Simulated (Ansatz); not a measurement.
# ClFH₃Si₂ radical: how energies converge with the basis set

How large a basis does ClFH₃Si₂ radical need? Two functionals are run in growing sets.

Program: Ansatz 0.2.0, Gaussian basis. Level of theory: one geometry, several basis sets. These are calculated values, not measurements.

Plan: PBE0-D4/def2-SVP; ωB97M-V/def2-SVP; PBE0-D4/def2-QZVPP; ωB97M-V/def2-QZVPP; the functionals' def2-TZVPP values are taken from earlier runs.

## Step 1: The relaxed structure

All runs share one geometry, relaxed beforehand with PBE0-D4 in a triple-zeta def2 set.

SMILES `F[SiH][SiH2]Cl`, 7 atoms, charge 0, spin multiplicity 2.

Atoms are counted from 1 here; the program's logs count them from 0.

Bond lengths: F1–Si2 1.610 Å, Si2–Si3 2.344 Å, Si2–H5 1.492 Å, Si3–Cl4 2.062 Å, Si3–H6 1.486 Å, Si3–H7 1.483 Å. Angles: F1–Si2–Si3 111.0°, F1–Si2–H5 107.4°, Si3–Si2–H5 112.6°, Si2–Si3–Cl4 104.1°, Si2–Si3–H6 114.8°, Si2–Si3–H7 111.5°, Cl4–Si3–H6 108.3°, Cl4–Si3–H7 108.6°, H6–Si3–H7 109.2°.

## Step 2: PBE0-D4 in def2-SVP

in.yaml

```yaml
crystal:
  periodic: [false, false, false]
  atoms:
    - {symbol: F, position_ang: [-0.711096, -1.904287, 1.447622]}
    - {symbol: Si, position_ang: [-0.864888, -1.133782, 0.042925]}
    - {symbol: Si, position_ang: [0.757064, 0.544345, -0.177150]}
    - {symbol: Cl, position_ang: [0.253057, 1.504874, -1.930330]}
    - {symbol: H, position_ang: [-2.255672, -0.597535, -0.021664]}
    - {symbol: H, position_ang: [0.767068, 1.548846, 0.918060]}
    - {symbol: H, position_ang: [2.115766, -0.030561, -0.325162]}
basis:
  gaussian: {orbitals: def2-SVP}
magnetization: {spin_polarized: true, initial_magnetization: 1}
hamiltonian: {xc: pbe0, dispersion: d4}
output: {orbitals: {seedname: orbitals}}
```

The runs that follow: ωB97M-V in def2-SVP; PBE0-D4 in def2-QZVPP; ωB97M-V in def2-QZVPP.

Q: Predict the results of all the runs planned. Wanted: PBE0-D4: double and triple zeta above quadruple; ωB97M-V: double and triple zeta above quadruple.

As calculated:

| quantity | value |
| --- | --- |
| PBE0-D4: double and triple zeta above quadruple | 14.63, 1.07 eV |
| ωB97M-V: double and triple zeta above quadruple | 14.60, 1.01 eV |

In words: PBE0-D4 gains 13.56 eV from double to triple zeta, then 1.07 eV more. These are total energies; as a rule much of such shifts cancels in differences, which this series doesn't test.
